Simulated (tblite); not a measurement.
# C3H13Ge2OP: the cost of one run

The runs use tblite 0.8.0 and PySCF 2.14.0, with density-fitted response routines of our own; the level of theory stands in each step. All values are computed, except where a source is named. Atoms are numbered from 0 throughout.

## Step 1: The molecule as given

20 atoms, charge 0, multiplicity 1; geometry from: force field or distance geometry start.

Bonds of the start (Å): C0–C1 1.51, C1–Ge2 1.97, Ge2–O3 1.81, O3–C4 1.39, Ge2–P5 2.28, P5–Ge6 2.29, C0–H7 1.11, C0–H8 1.11, C0–H9 1.11, C1–H10 1.10, C1–H11 1.11, Ge2–H12 1.54, C4–H13 1.12, C4–H14 1.12, C4–H15 1.11, P5–H16 1.46, Ge6–H17 1.54, Ge6–H18 1.55, Ge6–H19 1.54.

## Step 2: Optimising the geometry with GFN2-xTB

The job: settings as JSON, then the geometry in Å.

```
{"job": {"kind": "relax", "xc": "GFN2-xTB", "basis": "xTB"}, "charge": 0, "multiplicity": 1}
C     -2.064600    -0.652900    -0.898200
C     -0.712800    -0.066400    -1.246400
Ge     0.272300     0.391900     0.393700
O     -0.708100     1.561000     1.362700
C     -0.573500     2.823000     0.799400
P      0.636700    -1.491100     1.621500
Ge     2.172300    -2.333200     0.149200
H     -1.952400    -1.569400    -0.288000
H     -2.668100     0.088000    -0.326800
H     -2.617300    -0.903400    -1.829600
H     -0.836100     0.838600    -1.859600
H     -0.121500    -0.818900    -1.808500
H      1.621600     1.028200     0.017200
H      0.490500     3.165400     0.811100
H     -0.974000     2.847400    -0.244500
H     -1.170400     3.548700     1.398500
H      1.644800    -0.857900     2.469800
H      3.182200    -1.235200    -0.239500
H      2.928000    -3.510500     0.824400
H      1.445400    -2.842600    -1.109400
```

On the command line:

```bash
$ OMP_NUM_THREADS=1 python probes_run.py task.json out
```

One launch serves the whole session: the jobs run in the order shown.

Q: Estimate the wall time and peak memory of this first job on 1 thread of Arm Neoverse N1, shared host.

About 2.7 s, with a peak of 0.18 GiB.
